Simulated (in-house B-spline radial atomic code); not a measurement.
# Pd⁴⁺: excited configurations in jj coupling

Aim: the energies of several excited configurations of Pd⁴⁺ above a reference configuration, each from its own self-consistent run.

Program: in-house B-spline radial atomic code version 1. Level of theory: Dirac-Hartree-Fock, average of configuration, Fermi nucleus, basis-set limit. These are calculated values, not measurements, unless marked.

## Step 1: The atom as given

```
element       : palladium (Z = 46)
charge        : +4
electrons     : 42
configuration : 1s2 2s2 2p6 3s2 3p6 3d10 4s2 4p6 4d-4 4d+2
Hamiltonian   : Dirac-Coulomb
nucleus       : Fermi, rms radius 4.532 fm
```

In configurations, a minus sign after the shell means j = l − 1/2 and a plus sign j = l + 1/2; the count of electrons follows.

Settings of the run:

```ini
Z = 46
electrons = 42.0
configuration = 1s2 2s2 2p6 3s2 3p6 3d10 4s2 4p6 4d-4 4d+2
hamiltonian = dirac
method = hf
spin_polarised = False
nucleus = fermi
rms_radius = 4.5318
mass_number = 106
atomic_mass = 105.903480287
speed_of_light = 137.035999084
```

From the earlier run of the reference: total energy -5040.579560 hartree. Levels, eight at most:

```csv
orbital,occupation,energy (eV),<r> (bohr)
3p3/2,4,-616.91,0.3799
3d3/2,4,-424.07,0.3539
3d5/2,6,-417.25,0.3581
4s1/2,2,-163.09,0.9378
4p1/2,2,-128.35,1.001
4p3/2,4,-119.41,1.025
4d3/2,4,-65.826,1.241
4d5/2,2,-64.634,1.254
```

## Step 2: Run with 1s2 2s2 2p6 3s2 3p6 3d10 4s2 4p-1 4p+4 4d+6 7f-1

Settings of the run:

```ini
Z = 46
electrons = 42.0
configuration = 1s2 2s2 2p6 3s2 3p6 3d10 4s2 4p-1 4p+4 4d+6 7f-1
hamiltonian = dirac
method = hf
spin_polarised = False
nucleus = fermi
rms_radius = 4.5318
mass_number = 106
atomic_mass = 105.903480287
speed_of_light = 137.035999084
```

## Step 3: Run with 1s2 2s2 2p6 3s2 3p6 3d-4 3d+5 4s2 4p6 4d+6 8f+1

Settings: those of step 2 with these lines changed.

```diff
@@ -2,3 +2,3 @@
 electrons = 42.0
-configuration = 1s2 2s2 2p6 3s2 3p6 3d10 4s2 4p-1 4p+4 4d+6 7f-1
+configuration = 1s2 2s2 2p6 3s2 3p6 3d-4 3d+5 4s2 4p6 4d+6 8f+1
 hamiltonian = dirac
```

## Step 4: 1s2 2s2 2p6 3s2 3p6 3d10 4s2 4p6 4d-2 4d+3 7p+1

Settings: those of step 3 with these lines changed.

```diff
@@ -2,3 +2,3 @@
 electrons = 42.0
-configuration = 1s2 2s2 2p6 3s2 3p6 3d-4 3d+5 4s2 4p6 4d+6 8f+1
+configuration = 1s2 2s2 2p6 3s2 3p6 3d10 4s2 4p6 4d-2 4d+3 7p+1
 hamiltonian = dirac
```

## Step 5: 1s2 2s2 2p6 3s2 3p6 3d-3 3d+6 4s2 4p6 4d+6 6p-1

Settings: those of step 4 with these lines changed.

```diff
@@ -2,3 +2,3 @@
 electrons = 42.0
-configuration = 1s2 2s2 2p6 3s2 3p6 3d10 4s2 4p6 4d-2 4d+3 7p+1
+configuration = 1s2 2s2 2p6 3s2 3p6 3d-3 3d+6 4s2 4p6 4d+6 6p-1
 hamiltonian = dirac
```

## Step 6: 1s2 2s2 2p6 3s2 3p6 3d10 4s2 4p-2 4p+3 4d-1 4d+5 7p-1

Settings: those of step 5 with these lines changed.

```diff
@@ -2,3 +2,3 @@
 electrons = 42.0
-configuration = 1s2 2s2 2p6 3s2 3p6 3d-3 3d+6 4s2 4p6 4d+6 6p-1
+configuration = 1s2 2s2 2p6 3s2 3p6 3d10 4s2 4p-2 4p+3 4d-1 4d+5 7p-1
 hamiltonian = dirac
```

## Step 7: Configuration 1s2 2s2 2p6 3s2 3p6 3d10 4s2 4p-2 4p+3 4d-3 4d+3 5f-1

Settings: those of step 6 with these lines changed.

```diff
@@ -2,3 +2,3 @@
 electrons = 42.0
-configuration = 1s2 2s2 2p6 3s2 3p6 3d10 4s2 4p-2 4p+3 4d-1 4d+5 7p-1
+configuration = 1s2 2s2 2p6 3s2 3p6 3d10 4s2 4p-2 4p+3 4d-3 4d+3 5f-1
 hamiltonian = dirac
```

## Step 8: Configuration 1s2 2s2 2p6 3s2 3p6 3d10 4s2 4p6 4d-2 4d+3 8g+1

Settings: those of step 7 with these lines changed.

```diff
@@ -2,3 +2,3 @@
 electrons = 42.0
-configuration = 1s2 2s2 2p6 3s2 3p6 3d10 4s2 4p-2 4p+3 4d-3 4d+3 5f-1
+configuration = 1s2 2s2 2p6 3s2 3p6 3d10 4s2 4p6 4d-2 4d+3 8g+1
 hamiltonian = dirac
```

## Step 9: Run with 1s2 2s2 2p6 3s2 3p6 3d-4 3d+5 4s2 4p6 4d-3 4d+3 4f+1

Settings: those of step 8 with these lines changed.

```diff
@@ -2,3 +2,3 @@
 electrons = 42.0
-configuration = 1s2 2s2 2p6 3s2 3p6 3d10 4s2 4p6 4d-2 4d+3 8g+1
+configuration = 1s2 2s2 2p6 3s2 3p6 3d-4 3d+5 4s2 4p6 4d-3 4d+3 4f+1
 hamiltonian = dirac
```

## Step 10: Configuration 1s2 2s2 2p6 3s2 3p6 3d10 4s2 4p6 4d-3 4d+2 7f-1

Settings: those of step 9 with these lines changed.

```diff
@@ -2,3 +2,3 @@
 electrons = 42.0
-configuration = 1s2 2s2 2p6 3s2 3p6 3d-4 3d+5 4s2 4p6 4d-3 4d+3 4f+1
+configuration = 1s2 2s2 2p6 3s2 3p6 3d10 4s2 4p6 4d-3 4d+2 7f-1
 hamiltonian = dirac
```

**Question.** How far above the reference does each configuration lie (order and size, in eV)?

**Answer**, as computed:

| net move | configuration | energy above the reference (eV) | with Breit, QED, recoil (eV) | largest <r> (bohr) |
| --- | --- | --- | --- | --- |
| 2×4d3/2 → 4d5/2, 7p3/2 | 1s2 2s2 2p6 3s2 3p6 3d10 4s2 4p6 4d-2 4d+3 7p+1 | 51.988 | 51.970 | 7.50 |
| 4d3/2 → 7f5/2 | 1s2 2s2 2p6 3s2 3p6 3d10 4s2 4p6 4d-3 4d+2 7f-1 | 56.908 | 56.907 | 12.0 |
| 2×4d3/2 → 4d5/2, 8g9/2 | 1s2 2s2 2p6 3s2 3p6 3d10 4s2 4p6 4d-2 4d+3 8g+1 | 60.052 | 60.031 | 17.1 |
| 4d3/2, 4p3/2 → 4d5/2, 5f5/2 | 1s2 2s2 2p6 3s2 3p6 3d10 4s2 4p-2 4p+3 4d-3 4d+3 5f-1 | 103.86 | 103.76 | 5.15 |
| 3×4d3/2, 4p3/2 → 3×4d5/2, 7p1/2 | 1s2 2s2 2p6 3s2 3p6 3d10 4s2 4p-2 4p+3 4d-1 4d+5 7p-1 | 108.57 | 108.44 | 7.41 |
| 4×4d3/2, 4p1/2 → 4×4d5/2, 7f5/2 | 1s2 2s2 2p6 3s2 3p6 3d10 4s2 4p-1 4p+4 4d+6 7f-1 | 113.89 | 113.67 | 12.2 |
| 3d5/2, 4d3/2 → 4d5/2, 4f7/2 | 1s2 2s2 2p6 3s2 3p6 3d-4 3d+5 4s2 4p6 4d-3 4d+3 4f+1 | 382.97 | 382.90 | 2.78 |
| 3d3/2, 4×4d3/2 → 4×4d5/2, 6p1/2 | 1s2 2s2 2p6 3s2 3p6 3d-3 3d+6 4s2 4p6 4d+6 6p-1 | 390.92 | 390.64 | 4.65 |
| 3d5/2, 4×4d3/2 → 4×4d5/2, 8f7/2 | 1s2 2s2 2p6 3s2 3p6 3d-4 3d+5 4s2 4p6 4d+6 8f+1 | 402.95 | 402.82 | 16.0 |

What this shows: At the bottom stands 2×4d3/2 → 4d5/2, 7p3/2 (51.988 eV), at the top 3d5/2, 4×4d3/2 → 4×4d5/2, 8f7/2 (402.95 eV). Koopmans' estimate of the ionisation threshold is 64.634 eV; 6 configurations exceed it by over 2 % and could autoionise. Two partly filled shells share a symmetry and can mix in the average, which may lower the energy, for: 3d5/2, 4d3/2 → 4d5/2, 4f7/2. These are averages over configurations, without correlation, not spectroscopic levels.
